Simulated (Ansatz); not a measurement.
# MgO: the cost of one run

Code: Ansatz 0.2.0. PAW datasets, plane waves, zero pressure. No spin polarisation and no zero-point or thermal motion.

### 1 The system as given

This is the cell as the run starts from it, not yet at rest; its lengths are not the crystal's.

The symmetry is Fm-3m (No. 225, cubic); conventional cell a = 4.020 Å, 8.12 Å³ an atom. Mg has 6 O at 2.01 Å; O has 6 Mg at 2.01 Å.

The structure in full:

```cif
data_structure
_symmetry_space_group_name_H-M 'Fm-3m'
_symmetry_Int_Tables_number 225
_cell_length_a 4.0196
_cell_length_b 4.0196
_cell_length_c 4.0196
_cell_angle_alpha 90.000
_cell_angle_beta 90.000
_cell_angle_gamma 90.000
_cell_volume 64.94
loop_
_atom_site_label
_atom_site_type_symbol
_atom_site_symmetry_multiplicity
_atom_site_Wyckoff_symbol
_atom_site_fract_x
_atom_site_fract_y
_atom_site_fract_z
_atom_site_occupancy
Mg1 Mg 4 a 0.00000 0.00000 0.00000 1
O1 O 4 b 0.50000 0.00000 0.00000 1
```

### 2 PBE: cell and atoms

Contents of input.yaml:

```yaml
crystal:
  lattice:
    - [0.0, 2.009781, 2.009781]
    - [2.009781, 0.0, 2.009781]
    - [2.009781, 2.009781, 0.0]
  atoms:
    - { symbol: Mg, position: [0.0, 0.0, 0.0] }
    - { symbol: O, position: [0.5, 0.5, 0.5] }
kpoints:
  mp_grid: { grid: [10, 10, 10] }
hamiltonian:
  xc: pbe
scf:
  occupations: { method: fermi_dirac, width: 0.02 }
relax:
  f_tol: 0.005
  cell: {}
```

On the command line:

```
ansatz run input.yaml --threads 2 --pin off --max-ram 2211MiB --backend cpu --events-out ev --progress --plain --runs-dir out
```

What time and memory should one allow on 2 threads of Arm Neoverse N1, shared host?

About 6.5 s, with a peak of 0.33 GiB.
